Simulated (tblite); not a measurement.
# C4H20O5Si5: the cost of one run

Computed with tblite 0.8.0 (tight binding) and PySCF 2.14.0 (DFT, with response routines of our own); each step states its level. Atoms count from 0 throughout.

### Step 1. The starting structure

34 atoms, charge 0, multiplicity 1; geometry from: MMFF94s geometry.

Bonds of the start (Å): C0–H14 1.10, C0–H15 1.10, C0–H16 1.10, C0–O1 1.41, C12–H28 1.10, C12–H29 1.10, C12–H30 1.10, C13–H31 1.10, C13–H32 1.09, C13–H33 1.09, C5–H20 1.10, C5–H21 1.09, C5–H22 1.09, O10–Si11 1.66, O1–Si2 1.68, O3–Si4 1.67, O6–Si7 1.65, O8–Si9 1.66, Si11–C12 1.85, Si11–C13 1.86, Si11–H27 1.49, Si2–H17 1.48, Si2–H18 1.48, Si2–O3 1.65 and more.

### Step 2. GFN2-xTB relaxation, conformer 1

The job: settings as JSON, then the geometry in Å.

```
{"job": {"xc": "GFN2-xTB", "basis": "xTB", "kind": "relax"}, "charge": 0, "multiplicity": 1}
C      1.640000     3.590000    -0.049500
O      2.622200     2.976600    -0.854400
Si     3.344100     1.577500    -0.273600
O      2.205400     0.390200    -0.160900
Si     2.129300    -1.224100     0.251800
C      3.131000    -2.287100    -0.897200
O      0.547500    -1.692800     0.282900
Si    -0.825600    -1.352500     1.128500
O     -1.453100    -2.750700     1.751600
Si    -2.684300    -3.205100     2.764600
O     -1.942900    -0.636800     0.134300
Si    -2.118200     0.729600    -0.785300
C     -1.092600     0.687300    -2.325600
C     -3.895800     1.036200    -1.220000
H      2.034700     3.924200     0.918800
H      1.275500     4.484100    -0.566500
H      0.773100     2.934300     0.108600
H      4.402800     1.147900    -1.207500
H      3.920100     1.847800     1.063400
H      2.686800    -1.369000     1.617500
H      4.187600    -1.990100    -0.873800
H      2.779100    -2.200200    -1.924600
H      3.080100    -3.331400    -0.589800
H     -0.521800    -0.445500     2.240100
H     -2.496900    -2.558400     4.089200
H     -4.000700    -2.800800     2.202400
H     -2.655900    -4.673100     2.933600
H     -1.657300     1.884300     0.035800
H     -1.368500    -0.160800    -2.969000
H     -0.021100     0.592800    -2.094800
H     -1.214700     1.602500    -2.920200
H     -4.513000     1.119100    -0.310600
H     -4.014000     1.966500    -1.785300
H     -4.296500     0.217300    -1.816400
```

Started as:

```console
$ OMP_NUM_THREADS=1 python ens_run.py task.json out
```

This one command runs the whole study; its stages follow in the order run.

Q: Estimate the wall time of this first job on 1 thread of Arm Neoverse V1, shared host.

About 14 s.
